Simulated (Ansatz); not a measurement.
# InH₂O radical: up Jacob's ladder to CCSD(T)

The task here is to estimate one member of a computed series from the others.

Program: Ansatz 0.2.0, Gaussian basis. Level of theory: functionals in def2-TZVPP, the program's frozen cores in correlated methods. These are calculated values, not measurements.

Plan: LDA (SPW92), PBE-D4, revPBE-D4, BLYP-D4, r2SCAN-D4, B97M-V, PBE0-D4, B3LYP-D4, r2SCANh-D4, r2SCAN0-D4, HSE06-D4, BHLYP-D4, CAM-B3LYP-D4, LC-ωPBE, ωB97X-V, ωB97M-V, B2PLYP, PBE-QIDH; CCSD(T)/def2-SVP; CCSD(T)/def2-TZVPP; MP2/def2-QZVPP; extrapolation to the limit; RPA on PBE.

## The relaxed structure

An earlier PBE0-D4 in a triple-zeta def2 set relaxation fixed the geometry. In takes the def2 core potential; no spin-orbit term is included.

SMILES `[OH][InH]`, 4 atoms, charge 0, spin multiplicity 2.

Atoms are counted from 1 here; the program's logs count them from 0.

Bond lengths: O1–In2 2.003 Å, O1–H3 0.960 Å, In2–H4 1.767 Å. Angles: In2–O1–H3 115.0°, O1–In2–H4 113.8°.

Set-up of the first run:

in.yaml

```yaml
crystal:
  periodic: [false, false, false]
  atoms:
    - {symbol: O, position_ang: [-0.298369, -1.020599, 0.294996]}
    - {symbol: In, position_ang: [0.563901, 0.746639, -0.088466]}
    - {symbol: H, position_ang: [0.236760, -1.629374, 0.809133]}
    - {symbol: H, position_ang: [-0.446692, 1.843033, -1.035964]}
basis:
  gaussian: {orbitals: def2-TZVPP}
magnetization: {spin_polarized: true, initial_magnetization: 1}
hamiltonian: {xc: lda}
output: {orbitals: {seedname: orbitals}}
```

Among the steps run: LDA; PBE-D4 (GGA); revPBE-D4 (GGA); BLYP-D4 (GGA); r2SCAN-D4 (meta-GGA); B97M-V (meta-GGA); PBE0-D4 (hybrid); B3LYP-D4 (hybrid); r2SCANh-D4 (hybrid); r2SCAN0-D4 (hybrid); HSE06-D4 (hybrid); BHLYP-D4 (hybrid); CAM-B3LYP-D4 (range-separated); LC-ωPBE-D4 (range-separated; the results give it without D4); ωB97X-V (range-separated); ωB97M-V (range-separated); B2PLYP (double hybrid); PBE-QIDH (double hybrid).

One table of the session follows, with a row left open; its other results are not shown here.

It belongs to the step «Orbital energies across the functionals». 

```
  functional  HOMO (eV)  LUMO (eV)  gap (eV)
 LDA (SPW92)      -4.92      -4.12      0.80
      PBE-D4      -4.82      -3.81      1.02
   revPBE-D4      -4.78      -3.70      1.09
     BLYP-D4          ?          ?         ?
   r2SCAN-D4      -5.19      -3.45      1.74
      B97M-V      -4.88      -4.03      0.85
     PBE0-D4      -5.86      -2.96      2.90
    B3LYP-D4      -5.68      -3.37      2.31
  r2SCANh-D4      -5.58      -3.16      2.42
  r2SCAN0-D4      -6.16      -2.73      3.43
    HSE06-D4      -5.47      -3.33      2.14
    BHLYP-D4      -6.78      -2.29      4.49
CAM-B3LYP-D4      -7.09      -2.16      4.93
     LC-ωPBE      -8.34      -0.78      7.56
     ωB97X-V      -7.91      -1.14      6.76
     ωB97M-V      -7.87      -1.36      6.51
```

Estimate the missing values for BLYP-D4.

Worked estimate for «HOMO (eV)». Against the share of exact exchange, B3LYP-D4 (0.2, -5.68), BHLYP-D4 (0.5, -6.78) give a slope of -3.67 per unit share; at 0 the line stands at -4.95.

The run gave: HOMO (eV): -4.71; LUMO (eV): -3.86; gap (eV): 0.85. In «HOMO (eV)» the line misses by -0.24.
